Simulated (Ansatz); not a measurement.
# Ga12Sb12 zinc blende off sphere (Ga₁₂Sb₁₂H₃₂): structure and electronic state

What does Ga12Sb12 zinc blende off sphere (Ga₁₂Sb₁₂H₃₂) look like as a singlet, and where do its frontier electrons sit?

The runs use Ansatz 0.2.0, Gaussian basis; RKS PBE0-D4/def2-SVP.

Plan: relaxation at PBE-D4/def2-SVP; a single point at PBE0-D4/def2-SVP.

3 further runs of the same task are left out: 3 set aside as unsound or not needed.

### Step 1. The system as given

56 atoms, charge 0, spin multiplicity 1.

Atoms are counted from 1 here; the program's logs count them from 0.

Bond lengths: Ga1–Sb14 2.666 Å, Ga1–Sb15 2.619 Å, Ga1–H25 1.550 Å, Ga1–H26 1.530 Å, Ga2–Sb13 2.615 Å, Ga2–Sb17 2.657 Å, Ga2–H27 1.544 Å, Ga2–H28 1.589 Å, Ga3–Sb16 2.639 Å, Ga3–Sb18 2.633 Å, Ga3–H29 1.560 Å, Ga3–H30 1.537 Å, Ga4–Sb14 2.643 Å, Ga4–Sb19 2.653 Å, Ga4–Sb20 2.620 Å, Ga4–H31 1.543 Å, Ga5–Sb16 2.632 Å, Ga5–Sb19 2.607 Å and more. Angles: Sb14–Ga1–Sb15 109.8°, Sb14–Ga1–H25 109.6°, Sb14–Ga1–H26 108.0°, Sb15–Ga1–H25 110.1°, Sb15–Ga1–H26 110.3°, H25–Ga1–H26 109.0°, Sb13–Ga2–Sb17 110.3°, Sb13–Ga2–H27 110.3°, Sb13–Ga2–H28 109.1°, Sb17–Ga2–H27 109.6°, Sb17–Ga2–H28 109.2°, H27–Ga2–H28 108.2°, Sb16–Ga3–Sb18 109.5°, Sb16–Ga3–H29 108.9°, Sb16–Ga3–H30 110.0°, Sb18–Ga3–H29 109.0°, Sb18–Ga3–H30 109.5°, H29–Ga3–H30 109.9° and more.

Sb takes a core potential in the def2 sets. No spin-orbit coupling is included.

The start is a built from a lattice or polyhedron geometry.

### Step 2. Optimising with PBE-D4/def2-SVP

Input file in.yaml:

```yaml
crystal:
  periodic: [false, false, false]
  atoms:
    - {symbol: Ga, position_ang: [-4.838400, 1.805900, -0.648600]}
    - {symbol: Ga, position_ang: [-1.813200, -4.292800, 2.403100]}
    - {symbol: Ga, position_ang: [1.248300, -4.297700, -0.648100]}
    - {symbol: Ga, position_ang: [-1.789200, 1.794000, -3.695400]}
    - {symbol: Ga, position_ang: [1.245300, -1.258800, -3.710800]}
    - {symbol: Ga, position_ang: [-1.784600, -1.255800, -0.658000]}
    - {symbol: Ga, position_ang: [-1.805300, 1.789800, 2.396600]}
    - {symbol: Ga, position_ang: [1.252300, -1.237000, 2.411500]}
    - {symbol: Ga, position_ang: [1.215700, 1.765300, -0.656200]}
    - {symbol: Ga, position_ang: [-1.799900, 4.846800, -0.650300]}
    - {symbol: Ga, position_ang: [4.338200, -1.273100, -0.659200]}
    - {symbol: Ga, position_ang: [4.337000, 1.803300, 2.406400]}
    - {symbol: Sb, position_ang: [-3.326300, -2.806100, 0.873900]}
    - {symbol: Sb, position_ang: [-3.317000, 0.250200, -2.188800]}
    - {symbol: Sb, position_ang: [-3.319700, 3.304400, 0.870000]}
    - {symbol: Sb, position_ang: [-0.267200, -2.780900, -2.186200]}
    - {symbol: Sb, position_ang: [-0.259700, -2.768000, 3.926200]}
    - {symbol: Sb, position_ang: [2.769100, -2.770400, 0.863900]}
    - {symbol: Sb, position_ang: [-0.255400, 0.252500, -5.214900]}
    - {symbol: Sb, position_ang: [-0.268900, 3.299900, -2.183300]}
    - {symbol: Sb, position_ang: [2.782200, 0.272700, -2.193300]}
    - {symbol: Sb, position_ang: [-0.285200, 0.271600, 0.864400]}
    - {symbol: Sb, position_ang: [2.784900, 0.280000, 3.896700]}
    - {symbol: Sb, position_ang: [2.785200, 3.337000, 0.867000]}
    - {symbol: H, position_ang: [-5.744900, 2.694000, -1.538900]}
    - {symbol: H, position_ang: [-5.719300, 0.899300, 0.213300]}
    - {symbol: H, position_ang: [-2.684400, -5.202200, 3.297200]}
    - {symbol: H, position_ang: [-0.901600, -5.220000, 1.489400]}
    - {symbol: H, position_ang: [2.158800, -5.185300, -1.552300]}
    - {symbol: H, position_ang: [0.367300, -5.188800, 0.242600]}
    - {symbol: H, position_ang: [-2.669600, 2.686600, -4.594100]}
    - {symbol: H, position_ang: [2.141600, -2.129700, -4.626500]}
    - {symbol: H, position_ang: [-2.684800, 0.905000, 3.264200]}
    - {symbol: H, position_ang: [-0.899500, 2.673000, 3.298500]}
    - {symbol: H, position_ang: [-2.684600, 5.742800, -1.524400]}
    - {symbol: H, position_ang: [-0.898700, 5.719600, 0.212800]}
    - {symbol: H, position_ang: [5.221800, -2.147200, -1.553000]}
    - {symbol: H, position_ang: [5.197700, -0.370100, 0.248300]}
    - {symbol: H, position_ang: [5.196000, 0.904700, 1.496600]}
    - {symbol: H, position_ang: [5.202600, 2.667200, 3.295500]}
    - {symbol: H, position_ang: [-4.288800, -3.797300, -0.158600]}
    - {symbol: H, position_ang: [-4.302400, -1.750100, 1.849500]}
    - {symbol: H, position_ang: [-4.330400, -0.715600, -3.184200]}
    - {symbol: H, position_ang: [-4.319200, 4.306400, 1.872500]}
    - {symbol: H, position_ang: [-1.267700, -3.770300, -3.174300]}
    - {symbol: H, position_ang: [0.711800, -3.779200, 4.900200]}
    - {symbol: H, position_ang: [-1.261600, -1.805200, 4.898100]}
    - {symbol: H, position_ang: [3.796300, -3.775200, 1.863700]}
    - {symbol: H, position_ang: [-1.254000, -0.730700, -6.225000]}
    - {symbol: H, position_ang: [0.730800, 1.265900, -6.239000]}
    - {symbol: H, position_ang: [0.736900, 4.302800, -3.187500]}
    - {symbol: H, position_ang: [3.760900, 1.255800, -3.147200]}
    - {symbol: H, position_ang: [1.770700, 1.264100, 4.882400]}
    - {symbol: H, position_ang: [3.774400, -0.710900, 4.910900]}
    - {symbol: H, position_ang: [1.778900, 4.315100, 1.875000]}
    - {symbol: H, position_ang: [3.784400, 4.341200, -0.118500]}
basis:
  gaussian: {orbitals: def2-SVP, fitting: {mean_field: def2-universal-jkfit}}
hamiltonian: {xc: pbe, dispersion: d4}
scf: {lower_state_search: "off"}
output: {orbitals: {seedname: orbitals}}
relax: {f_tol: 0.03, max_steps: 70}
```

Started as:

```
> ansatz run in.yaml --threads 11 --pin off --events-out ev --progress --plain --max-ram 174080MiB --backend cuda --devices 0, --max-vram 75GiB
```

Further steps of the session: Single point, PBE0-D4/def2-SVP.

Before running them: what should the planned runs give, taken together? Wanted: point group; commonest bond, hydrogen aside; HOMO, LUMO at PBE0-D4/def2-SVP; dipole at PBE-D4/def2-SVP.

**Answer**, as computed:

```
                      quantity                             value
                   point group                                Cs
commonest bond, hydrogen aside  Ga–Sb, 32 of mean length 2.682 Å
HOMO, LUMO at PBE0-D4/def2-SVP                   -6.56, -2.06 eV
     dipole at PBE-D4/def2-SVP                            3.72 D
```

What this shows: The molecule keeps its bonding pattern by the stored test; the atoms moved 0.61 Å (rms), and the angle Ga3–Sb18–Ga11 went from 110° to 138°. No usable vibrations, so a minimum isn't proven. The HOMO lies nearest to Sb22 17 %; Sb15 13 % and the LUMO to Ga8 14 %; Sb17, Sb22, Sb23 about 6 % each. Whether this spin is the lowest isn't tested here. The point group is read from a loosely relaxed geometry; soft torsions can leave it below the true symmetry.
